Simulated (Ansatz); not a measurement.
# Cr2O: the cost of one run

Computed with Ansatz 0.2.0 (DFT PBE, scalar-relativistic, plane waves, PAW, unless a step's input says otherwise).

1 further run of the same task is left out (it didn't finish).

**1. The starting structure**

Symmetry: P4_2/nmc, No. 137, tetragonal system. The conventional cell has a = 3.583 Å, b = 3.583 Å, c = 5.158 Å, α = 90.00°, β = 90.00°, γ = 90.00°. Around Cr (site symmetry 2mm) lie 4 O at 2.07 to 2.36 Å. O (site symmetry -4m2) has 8 Cr at 2.07 to 2.36 Å as nearest neighbours.

Structure file:

```cif
data_structure
_symmetry_space_group_name_H-M 'P 1'
_symmetry_Int_Tables_number 1
_cell_length_a 3.5829
_cell_length_b 3.5829
_cell_length_c 5.1579
_cell_angle_alpha 90.000
_cell_angle_beta 90.000
_cell_angle_gamma 90.000
_cell_volume 66.21
loop_
_atom_site_label
_atom_site_type_symbol
_atom_site_fract_x
_atom_site_fract_y
_atom_site_fract_z
_atom_site_occupancy
Cr1 Cr 0.00000 0.50000 0.20300 1
Cr2 Cr 0.00000 0.50000 0.70300 1
Cr3 Cr 0.50000 0.00000 0.29700 1
Cr4 Cr 0.50000 0.00000 0.79700 1
O1 O 0.00000 0.00000 0.00000 1
O2 O 0.50000 0.50000 0.50000 1
```

This is candidate A: anti-tetragonal zirconia type (P4_2/nmc, No. 137).

(A quick probe on a coarse mesh, which set the mesh and smearing, is not shown.)

**3. A loose first relaxation (candidate A)**

File input.yaml:

```yaml
crystal:
  lattice:
    - [3.5828515509, 0.0, 0.0]
    - [0.0, 3.5828515509, 0.0]
    - [0.0, 0.0, 5.1579273321]
  atoms:
    - { symbol: Cr, position: [0.0, 0.5, 0.203], spin: 1.26 }
    - { symbol: Cr, position: [0.0, 0.5, 0.703], spin: 1.26 }
    - { symbol: Cr, position: [0.5, 0.0, 0.297], spin: 1.26 }
    - { symbol: Cr, position: [0.5, 0.0, 0.797], spin: 1.26 }
    - { symbol: O, position: [0.0, 0.0, 0.0] }
    - { symbol: O, position: [0.5, 0.5, 0.5] }
basis:
  ecutwfc: 420
kpoints:
  mp_grid: { grid: [6, 6, 4] }
hamiltonian:
  xc: pbe
scf:
  occupations: { method: gaussian, width: 0.1 }
  lower_state_search: "off"
output:
  forces: true
  stress: true
  eigenvalues: true
  populations: true
magnetization:
  spin_polarized: true
relax:
  adjacent_minimum: "off"
  f_tol: 0.04
  max_steps: 70
  cell: { stress_tol: 0.4 }
```

Run with:

```bash
$ ansatz run input.yaml --threads 1 --pin off --max-ram 2560MiB --backend cpu --events-out ev --progress --plain --runs-dir out
```

What time and memory should one allow on 1 thread of Arm Neoverse V1, shared host?

About 2.6 min, with a peak of 0.42 GiB.
